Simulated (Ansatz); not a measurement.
# C2H6AlFSi: a ladder of functionals and wavefunction methods

The task here is to estimate one member of a computed series from the others.

Method: functionals in def2-TZVPP, the program's frozen cores in correlated methods; program: Ansatz 0.2.0, Gaussian basis.

Levels to be run: PBE-D4, r2SCAN-D4, PBE0-D4, B3LYP-D4, ωB97X-V, ωB97M-V, B2PLYP; CCSD(T)/def2-TZVPP; MP2/def2-QZVPP; extrapolation to the limit.

## Structure used throughout

All runs share one geometry, relaxed beforehand with PBE0-D4 in a triple-zeta def2 set.

SMILES `C=C(F)[SiH2][AlH2]`, 11 atoms, charge 0, spin multiplicity 1.

Atoms are counted from 1 here; the program's logs count them from 0.

Bond lengths: C1–C2 1.325 Å, C1–H6 1.082 Å, C1–H7 1.085 Å, C2–F3 1.354 Å, C2–Si4 1.885 Å, Si4–Al5 2.457 Å, Si4–H8 1.492 Å, Si4–H9 1.492 Å, Al5–H10 1.590 Å, Al5–H11 1.587 Å. Angles: C2–C1–H6 120.0°, C2–C1–H7 121.4°, H6–C1–H7 118.6°, C1–C2–F3 118.5°, C1–C2–Si4 127.1°, F3–C2–Si4 114.5°, C2–Si4–Al5 111.5°, C2–Si4–H8 107.8°, C2–Si4–H9 107.8°, Al5–Si4–H8 111.7°, Al5–Si4–H9 111.7°, H8–Si4–H9 106.1°, Si4–Al5–H10 120.5°, Si4–Al5–H11 120.1°, H10–Al5–H11 119.4°.

Set-up of the first run:

in.yaml reads:

```yaml
crystal:
  periodic: [false, false, false]
  atoms:
    - {symbol: C, position_ang: [1.628786, 0.587088, 0.765818]}
    - {symbol: C, position_ang: [0.724744, -0.299396, 1.156362]}
    - {symbol: F, position_ang: [0.926788, -0.956330, 2.323375]}
    - {symbol: Si, position_ang: [-0.862047, -0.775322, 0.257489]}
    - {symbol: Al, position_ang: [-1.119919, 0.478801, -1.839470]}
    - {symbol: H, position_ang: [1.492590, 1.126306, -0.162284]}
    - {symbol: H, position_ang: [2.514006, 0.790260, 1.358659]}
    - {symbol: H, position_ang: [-0.826049, -2.248082, 0.018993]}
    - {symbol: H, position_ang: [-2.002820, -0.534150, 1.188960]}
    - {symbol: H, position_ang: [-0.020587, 1.536099, -2.287215]}
    - {symbol: H, position_ang: [-2.390094, 0.237928, -2.760084]}
basis:
  gaussian: {orbitals: def2-TZVPP}
hamiltonian: {xc: pbe, dispersion: d4}
output: {forces: true, orbitals: {seedname: orbitals}}
```

Launch:

```bash
> ansatz run in.yaml --threads 4 --pin off --events-out ev --progress --plain --max-ram 10444MiB
```

Among the steps run: PBE-D4 (GGA); r2SCAN-D4 (meta-GGA); PBE0-D4 (hybrid); B3LYP-D4 (hybrid); ωB97X-V (range-separated); ωB97M-V (range-separated); B2PLYP (double hybrid); CCSD(T) in def2-TZVPP; MP2 in def2-QZVPP.

One table of the session follows, with a row left open; its other results are not shown here.

| method | atomisation energy (eV) |
| --- | --- |
| PBE-D4 | 38.860 |
| r2SCAN-D4 | 38.446 |
| PBE0-D4 | 38.244 |
| B3LYP-D4 | 38.279 |
| ωB97X-V | 38.517 |
| ωB97M-V | 38.354 |
| B2PLYP | 37.801 |
| HF/def2-TZVPP | 28.267 |
| MP2/def2-TZVPP | 37.684 |
| CCSD/def2-TZVPP | 36.760 |
| CCSD(T)/def2-TZVPP | 37.316 |
| MP2/CBS | ? |
| CCSD(T)/CBS | 38.310 |

Q: Estimate the row for MP2/CBS from the others.

As computed: atomisation energy (eV): 38.679. In the column «atomisation energy (eV)» it lies between ωB97X-V (38.517) and PBE-D4 (38.860).

Among the levels timed on like hardware and quicker than the yardstick, those that no quicker one beats, quickest first: PBE-D4 (2.7 s, +0.550 eV); PBE0-D4 (3.2 s, -0.066 eV); B3LYP-D4 (4.8 s, -0.032 eV).

B2PLYP carry no dispersion term (for B3LYP, D4 adds 0.384 eV).
